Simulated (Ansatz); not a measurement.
# CH₄BSb (SMILES [BH]1[CH2][SbH]1): one structure at several levels

How do the functionals fare away from a minimum? The structure is a structure displaced at random from a GFN2-xTB minimum.

Computed with Ansatz 0.2.0, Gaussian basis. Level: single points in def2-TZVPP.

Correlated methods freeze the cores. Filled d shells of the heavier atoms are correlated. Core potentials replace the inner electrons past krypton, and spin-orbit coupling is left out.

## 1. The starting structure

SMILES `[BH]1[CH2][SbH]1`, 7 atoms, charge 0, spin multiplicity 1.

Atoms are counted from 1 here; the program's logs count them from 0.

Bond lengths: B1–C2 1.437 Å, B1–Sb3 2.336 Å, B1–H4 1.098 Å, C2–Sb3 2.376 Å, C2–H5 1.188 Å, C2–H6 1.077 Å, Sb3–H7 2.059 Å. Angles: C2–B1–Sb3 73.8°, C2–B1–H4 159.4°, Sb3–B1–H4 126.1°, B1–C2–Sb3 70.7°, B1–C2–H5 115.9°, B1–C2–H6 138.5°, Sb3–C2–H5 132.1°, Sb3–C2–H6 82.8°, H5–C2–H6 105.6°, B1–Sb3–C2 35.5°, B1–Sb3–H7 75.2°, C2–Sb3–H7 93.6°.

As a file:

```
B    -0.7270    0.0918   -0.5248
C    -0.3454    0.6558    0.7403
Sb    1.6058    0.2077   -0.5398
H    -1.3562   -0.3727   -1.2954
H    -0.8047    0.1319    1.7022
H     0.2514    1.4714    1.1122
H     1.1764   -1.7965   -0.7336
```

## 2. CCSD(T)/def2-TZVPP

Input file run/in.yaml:

```yaml
crystal:
  periodic: [false, false, false]
  atoms:
    - {symbol: B, position_ang: [-0.727000, 0.091800, -0.524800]}
    - {symbol: C, position_ang: [-0.345400, 0.655800, 0.740300]}
    - {symbol: Sb, position_ang: [1.605800, 0.207700, -0.539800]}
    - {symbol: H, position_ang: [-1.356200, -0.372700, -1.295400]}
    - {symbol: H, position_ang: [-0.804700, 0.131900, 1.702200]}
    - {symbol: H, position_ang: [0.251400, 1.471400, 1.112200]}
    - {symbol: H, position_ang: [1.176400, -1.796500, -0.733600]}
basis:
  gaussian: {orbitals: def2-TZVPP}
correlation: {method: ccsd_t}
output: {forces: true}
```

The command line of these runs was not kept.

## 3. PBE0-D4/def2-TZVPP

run/in.yaml, as its differences from that of step 2:

```diff
@@ -12,3 +12,3 @@
   gaussian: {orbitals: def2-TZVPP}
-correlation: {method: ccsd_t}
-output: {forces: true}
+hamiltonian: {xc: pbe0, dispersion: d4}
+output: {forces: true, orbitals: {seedname: orbitals}}
```

## 4. wB97M-V/def2-TZVPP

run/in.yaml, as its differences from that of step 3:

```diff
@@ -12,3 +12,3 @@
   gaussian: {orbitals: def2-TZVPP}
-hamiltonian: {xc: pbe0, dispersion: d4}
-output: {forces: true, orbitals: {seedname: orbitals}}
+hamiltonian: {xc: {name: wB97M-V}}
+output: {forces: true}
```

## 5. r2SCAN-D4/def2-TZVPP

run/in.yaml, as its differences from that of step 4:

```diff
@@ -12,3 +12,3 @@
   gaussian: {orbitals: def2-TZVPP}
-hamiltonian: {xc: {name: wB97M-V}}
+hamiltonian: {xc: r2scan, dispersion: d4}
 output: {forces: true}
```

## 6. PBE-D4/def2-TZVPP

run/in.yaml, as its differences from that of step 5:

```diff
@@ -12,3 +12,3 @@
   gaussian: {orbitals: def2-TZVPP}
-hamiltonian: {xc: r2scan, dispersion: d4}
+hamiltonian: {xc: pbe, dispersion: d4}
 output: {forces: true}
```

## 7. HSE06-D4/def2-TZVPP

run/in.yaml, as its differences from that of step 6:

```diff
@@ -12,3 +12,3 @@
   gaussian: {orbitals: def2-TZVPP}
-hamiltonian: {xc: pbe, dispersion: d4}
+hamiltonian: {xc: hse06, dispersion: d4}
 output: {forces: true}
```

## 8. B97M-V/def2-TZVPP

run/in.yaml, as its differences from that of step 7:

```diff
@@ -12,3 +12,3 @@
   gaussian: {orbitals: def2-TZVPP}
-hamiltonian: {xc: hse06, dispersion: d4}
+hamiltonian: {xc: {name: B97M-V}}
 output: {forces: true}
```

(Steps that only read results are left out.)

**Question.** What will these runs give? Wanted: energy less free atoms, CCSD(T)/def2-TZVPP; RMS force component; RMS force error; HOMO and LUMO, PBE0-D4; T1 diagnostic.

As calculated:

```
                                  quantity                                                                                           value
energy less free atoms, CCSD(T)/def2-TZVPP                                                                                 -485.9 kcal/mol
                       RMS force component                                                            1.497 to 1.610 eV/Å over the methods
                           RMS force error  PBE0-D4 0.165, wB97M-V 0.197, r2SCAN-D4 0.160, PBE-D4 0.214, HSE06-D4 0.164, B97M-V 0.163 eV/Å
                    HOMO and LUMO, PBE0-D4                                                                              -6.02 and -2.02 eV
                             T1 diagnostic                                                                                           0.018
```

In words: Against CCSD(T) the functionals' energies less atoms differ by -34.9 to -15.9 kcal/mol, PBE-D4 by -34.9 kcal/mol. The reference is not at the basis limit: in triple zeta CCSD(T) underbinds, which counts against methods that bind more; the gaps are no ranking. The forces of r2SCAN-D4 come nearest to CCSD(T), those of PBE-D4 are farthest. Frozen-core CCSD(T) forces in triple zeta carry basis errors of their own, and this is one geometry, so small gaps rank nothing.
